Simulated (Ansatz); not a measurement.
# CH5FGeOSi: one species, many methods

The task here is to estimate one member of a computed series from the others.

Method: functionals in def2-TZVPP, the program's frozen cores in correlated methods; program: Ansatz 0.2.0, Gaussian basis.

The runs, in order: PBE-D4, r2SCAN-D4, PBE0-D4, B3LYP-D4, ωB97X-V, ωB97M-V, B2PLYP; CCSD(T)/def2-TZVPP; MP2/def2-QZVPP; extrapolation to the limit.

### The geometry

An earlier PBE0-D4 in a triple-zeta def2 set relaxation fixed the geometry.

SMILES `F[C@@H]1[O][Ge@H]1[SiH3]`, 10 atoms, charge 0, spin multiplicity 1.

Atoms are counted from 1 here; the program's logs count them from 0.

Bond lengths: F1–C2 1.360 Å, C2–O3 1.353 Å, C2–Ge4 1.938 Å, C2–H6 1.092 Å, O3–Ge4 1.886 Å, Ge4–Si5 2.369 Å, Ge4–H7 1.533 Å, Si5–H8 1.483 Å, Si5–H9 1.485 Å, Si5–H10 1.485 Å. Angles: F1–C2–O3 114.5°, F1–C2–Ge4 119.1°, F1–C2–H6 108.9°, O3–C2–Ge4 67.2°, O3–C2–H6 117.4°, Ge4–C2–H6 123.8°, C2–O3–Ge4 71.3°, C2–Ge4–O3 41.4°, C2–Ge4–Si5 122.9°, C2–Ge4–H7 114.9°, O3–Ge4–Si5 108.5°, O3–Ge4–H7 107.2°, Si5–Ge4–H7 121.3°, Ge4–Si5–H8 107.6°, Ge4–Si5–H9 110.3°, Ge4–Si5–H10 108.7°, H8–Si5–H9 110.4°, H8–Si5–H10 110.1° and more.

The first run:

The input, in.yaml:

```yaml
crystal:
  periodic: [false, false, false]
  atoms:
    - {symbol: F, position_ang: [0.890088, -2.976185, -0.085539]}
    - {symbol: C, position_ang: [0.602637, -1.759274, 0.448709]}
    - {symbol: O, position_ang: [-0.718958, -1.502508, 0.583296]}
    - {symbol: Ge, position_ang: [-0.007716, -0.338437, -0.719171]}
    - {symbol: Si, position_ang: [-0.308754, 1.892343, 0.019456]}
    - {symbol: H, position_ang: [1.237613, -1.596853, 1.322533]}
    - {symbol: H, position_ang: [-0.536762, -0.803884, -2.080551]}
    - {symbol: H, position_ang: [0.296902, 2.002842, 1.369130]}
    - {symbol: H, position_ang: [-1.754377, 2.226369, 0.072798]}
    - {symbol: H, position_ang: [0.382426, 2.804287, -0.927561]}
basis:
  gaussian: {orbitals: def2-TZVPP}
hamiltonian: {xc: pbe, dispersion: d4}
output: {forces: true, orbitals: {seedname: orbitals}}
```

On the command line:

```bash
$ ansatz run in.yaml --threads 4 --pin off --events-out ev --progress --plain --max-ram 10444MiB
```

Steps of the session up to this table: PBE-D4 (GGA); r2SCAN-D4 (meta-GGA); PBE0-D4 (hybrid); B3LYP-D4 (hybrid); ωB97X-V (range-separated); ωB97M-V (range-separated); B2PLYP (double hybrid); CCSD(T) in def2-TZVPP; MP2 in def2-QZVPP.

One of the session's tables, all rows but one given; the rest of the session is left out.

It belongs to the step «Atomisation energies». 

```
            method  atomisation energy (kJ/mol)
            PBE-D4                       3317.4
         r2SCAN-D4                       3266.9
           PBE0-D4                       3225.4
          B3LYP-D4                       3221.9
           ωB97X-V                       3262.1
           ωB97M-V                       3232.4
            B2PLYP                            ?
     HF/def2-TZVPP                       2196.6
    MP2/def2-TZVPP                       3215.8
   CCSD/def2-TZVPP                       3092.8
CCSD(T)/def2-TZVPP                       3159.3
           MP2/CBS                       3307.8
       CCSD(T)/CBS                       3251.3
```

Q: Estimate the row for B2PLYP from the others.

**Answer.** atomisation energy (kJ/mol): 3192.6. In the column «atomisation energy (kJ/mol)» it lies between CCSD(T)/def2-TZVPP (3159.3) and MP2/def2-TZVPP (3215.8).

Caveats from the session: Free atoms (1 F, 1 C, 1 O, 1 Ge, 1 Si, 5 H) were run apart at each level; the atomisation energy is their sum less the molecule, without zero-point or spin-orbit terms.
